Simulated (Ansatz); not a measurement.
# GaH3 (triplet): the correlation ladder at a displaced geometry (v2), cc-pVTZ

How much of the correlation energy of GaH3 (triplet) does each wave-function method recover here?

Computed with Ansatz 0.2.0, Gaussian basis. Level: cc-pVTZ, core rule «outside noble gas», up to 14 orbitals frozen.

To be run: UHF; CCSD(T) on ROHF; CCSD(T) on UHF; BCCD(T) on ROHF; CCSDT(Q) on ROHF; CCSDT(Q) on UHF.

23 further runs of the same task are left out: 8 for a known fault of the program, 6 that didn't finish, 9 set aside as unsound or not needed. Runs told in other sessions of the task aren't counted.

## (1) The system

The geometry is a PBE0/def2-TZVP stationary point (not a proven minimum) with its atoms shifted at random (size 0.100 Å). No spin-orbit coupling is included. The filled d shell of Ga may be among the frozen orbitals whatever the setting's name suggests.

4 atoms, charge 0, spin multiplicity 3.

Atoms are counted from 1 here; the program's logs count them from 0.

Bond lengths: Ga1–H2 1.582 Å, Ga1–H3 1.946 Å, H3–H4 0.730 Å. Angles: H2–Ga1–H3 100.6°, Ga1–H3–H4 82.7°.

## (2) UHF

Contents of in.yaml:

```yaml
crystal:
  periodic: [false, false, false]
  atoms:
    - {symbol: Ga, position_ang: [0.003578, 0.029042, -0.046203]}
    - {symbol: H, position_ang: [-0.161296, -1.467909, -0.530387]}
    - {symbol: H, position_ang: [0.320743, -0.242892, 1.854087]}
    - {symbol: H, position_ang: [-0.406985, -0.298161, 1.872301]}
basis:
  gaussian: {orbitals: cc-pVTZ}
magnetization: {spin_polarized: true, initial_magnetization: 2}
hamiltonian: {xc: hf}
output: {orbitals: {seedname: orbitals}}
```

Launch:

```
$ ansatz run in.yaml --threads 1 --pin off --events-out ev --progress --plain --max-ram 2393MiB
```

Further steps of the session: CCSD(T) on ROHF; CCSD(T) on UHF; BCCD(T) on ROHF; CCSDT(Q) on ROHF; CCSDT(Q) on UHF.

Before running them: what should the planned runs give, taken together? Wanted: UCCSDT(Q) from the RHF energy; RMP2 from UCCSDT(Q); UMP2 from UCCSDT(Q); RCCSD from UCCSDT(Q); RCCSD(T) from UCCSDT(Q); UCCSD(T) from UCCSDT(Q); RCCSDT(Q) from UCCSDT(Q); T1 diagnostic.

As calculated:

| quantity | value |
| --- | --- |
| UCCSDT(Q) from the ROHF energy | -2.8441 eV |
| RMP2 from UCCSDT(Q) | +649.8 meV |
| UMP2 from UCCSDT(Q) | +623.3 meV |
| RCCSD from UCCSDT(Q) | +90.2 meV |
| RCCSD(T) from UCCSDT(Q) | +34.2 meV |
| UCCSD(T) from UCCSDT(Q) | +16.5 meV |
| RCCSDT(Q) from UCCSDT(Q) | +17.5 meV |
| levels within 1 kcal/mol (43 meV) | RCCSD(T), UCCSD(T), BCCD(T), RCCSDT, UCCSDT, RCCSDT(Q) |
| T1 diagnostic | 0.026 |

What this shows: RCCSD(T) misses by +34.2 meV, 1.2 % of the correlation energy. These misses are within one basis, not against nature; the frozen cores of restricted and unrestricted runs differ, which can shift their rows.
